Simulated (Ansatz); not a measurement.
# Cu: stress in a strained cell

Aim: deform Cu (zz strain of -3 %) and compute stress, forces and field gradients with LAPW, PAW and all-electron datasets made for the crystal.

Program: Ansatz 0.2.0. Level of theory: DFT PBEsol, scalar-relativistic. These are calculated values, not measurements.

2 further runs of the same task are left out: 2 set aside as unsound or not needed.

## 1. Starting point

It takes space group Fm-3m (No. 225, cubic). The conventional cell has a = 3.615 Å, b = 3.615 Å, c = 3.615 Å, α = 90.00°, β = 90.00°, γ = 90.00°. Around Cu (site symmetry m-3m) lie 12 Cu at 2.56 Å.

Coordinates:

```
Cu
1.0
     0.00000    1.80750    1.80750
     1.80750    0.00000    1.80750
     1.80750    1.80750    0.00000
Cu
1
Direct
  0.00000 0.00000 0.00000
```

## 2. The deformed structure

Space group Fm-3m before, I4/mmm after.

## 3. Full-potential LAPW

input.yaml

```yaml
crystal:
  lattice:
    - [0.0, 1.8075, 1.753275]
    - [1.8075, 0.0, 1.753275]
    - [1.8075, 1.8075, 0.0]
  atoms:
    - { symbol: Cu, position: [0.0, 0.0, 0.0] }
kpoints:
  mp_grid: { grid: [19, 19, 19] }
  band_path:
    path:
      - [0.0, 0.0, 0.0]
      - [0.0, 0.5, 0.5]
      - [0.25, 0.75, 0.5]
      - [0.0, 0.5, 0.0]
      - [0.0, 0.0, 0.0]
      - [0.5, 0.5, 0.0]
      - [0.3828515251, 0.6171484749, 0.0]
      - [-0.3828515251, 0.3828515251, 0.0]
      - [0.0, 0.0, 0.0]
    npoints: 5
scf:
  occupations: { method: fermi_dirac, width: 0.08 }
hamiltonian:
  xc: pbesol
  pseudopotentials: { kind: all_electron, lapw: { basis_error: 0.00025 } }
output:
  forces: true
  stress: true
  eigenvalues: true
```

Launch:

```bash
$ ansatz run input.yaml --threads 1 --pin off --max-ram 3072MiB --backend cpu --events-out ev --progress --plain --runs-dir out
```

## 4. Frozen-core PAW

input.yaml

```yaml
crystal:
  lattice:
    - [0.0, 1.8075, 1.753275]
    - [1.8075, 0.0, 1.753275]
    - [1.8075, 1.8075, 0.0]
  atoms:
    - { symbol: Cu, position: [0.0, 0.0, 0.0] }
kpoints:
  mp_grid: { grid: [19, 19, 19] }
scf:
  occupations: { method: fermi_dirac, width: 0.08 }
hamiltonian:
  xc: pbesol
  pseudopotentials: { kind: paw }
output:
  forces: true
  stress: true
  eigenvalues: true
  efg: { contact_densities: true }
```

## 5. All-electron PAW on datasets made for the crystal

Changes to input.yaml since step 4:

```diff
@@ -13,3 +13,3 @@
   xc: pbesol
-  pseudopotentials: { kind: paw }
+  pseudopotentials: { kind: all_electron, datasets: crystal }
 output:
```

(Steps that only read results are left out.)

Q: Predict the outcome of this session. Wanted: pressure; largest shear or deviatoric stress.

The runs gave:

| quantity | value |
| --- | --- |
| pressure | LAPW -2.06, PAW -2.05, crystal datasets -2.06 GPa |
| largest shear or deviatoric stress (LAPW) | 0.91 GPa |

What this shows: Against the undeformed cell the largest change of stress is +5.39 GPa, in the zz component. PAW: stress within 0.01 GPa of LAPW. Crystal datasets: stress within 0.01 GPa of LAPW.
